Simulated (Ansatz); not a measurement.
**GaHOF (quartet): the correlation ladder, cc-pVTZ**

The task here is to estimate one member of a computed series from the others.

Method: cc-pVTZ, core rule «outside noble gas», up to 16 orbitals frozen; program: Ansatz 0.2.0, Gaussian basis.

The runs, in order: UHF; CCSD(T) on ROHF; CCSD(T) on UHF; BCCD(T) on ROHF; CCSDT(Q) on ROHF; CCSDT(Q) on UHF.

6 further runs of the same task are left out: 1 for a known fault of the program, 5 set aside as unsound or not needed. Runs told in other sessions of the task aren't counted.

### The geometry

The geometry is a PBE0/def2-TZVP stationary point (not a proven minimum) of the parent state, kept for this charge and spin. No spin-orbit coupling is included. The filled d shell of Ga may be among the frozen orbitals whatever the setting's name suggests.

4 atoms, charge 0, spin multiplicity 4.

Atoms are counted from 1 here; the program's logs count them from 0.

Bond lengths: F1–Ga2 1.760 Å, Ga2–O3 1.795 Å, O3–H4 0.961 Å. Angles: F1–Ga2–O3 114.8°, Ga2–O3–H4 113.8°.

The first run:

in.yaml

```yaml
crystal:
  periodic: [false, false, false]
  atoms:
    - {symbol: F, position_ang: [0.000000, -0.613878, 1.472476]}
    - {symbol: Ga, position_ang: [0.000000, 0.320760, -0.018355]}
    - {symbol: O, position_ang: [0.000000, -0.660347, -1.521903]}
    - {symbol: H, position_ang: [0.000000, -0.135382, -2.326935]}
basis:
  gaussian: {orbitals: cc-pVTZ}
magnetization: {spin_polarized: true, initial_magnetization: 3}
hamiltonian: {xc: hf}
output: {orbitals: {seedname: orbitals}}
```

Started as:

```bash
> ansatz run in.yaml --threads 1 --pin off --events-out ev --progress --plain --max-ram 4096MiB --backend cpu
```

Among the steps run: UHF; CCSD(T) on ROHF; CCSD(T) on UHF; BCCD(T) on ROHF; CCSDT(Q) on ROHF; CCSDT(Q) on UHF.

One table of the session follows, with a row left open; its other results are not shown here.

It belongs to the step «Misses and costs». 

```
   method  from RCCSDT(Q) (meV)
     ROHF              +14359.2
      UHF              +14173.3
     RMP2                +818.1
     UMP2                +808.5
    RCCSD                +432.5
    UCCSD                +411.6
 RCCSD(T)                 +29.8
 UCCSD(T)                     ?
  BCCD(T)                 +26.5
   RCCSDT                 +11.2
   UCCSDT                  -7.4
RCCSDT(Q)                     0
UCCSDT(Q)                 -23.5
```

Estimate the missing values for UCCSD(T).

As computed: from RCCSDT(Q) (meV): +11.5. In the column «from RCCSDT(Q) (meV)» it lies between RCCSDT (+11.2) and BCCD(T) (+26.5).

Caveats from the session: Restricted and unrestricted rows rest on different reference determinants; a gap between their highest levels can come from leftover correlation error, from unlike frozen cores or from another state.
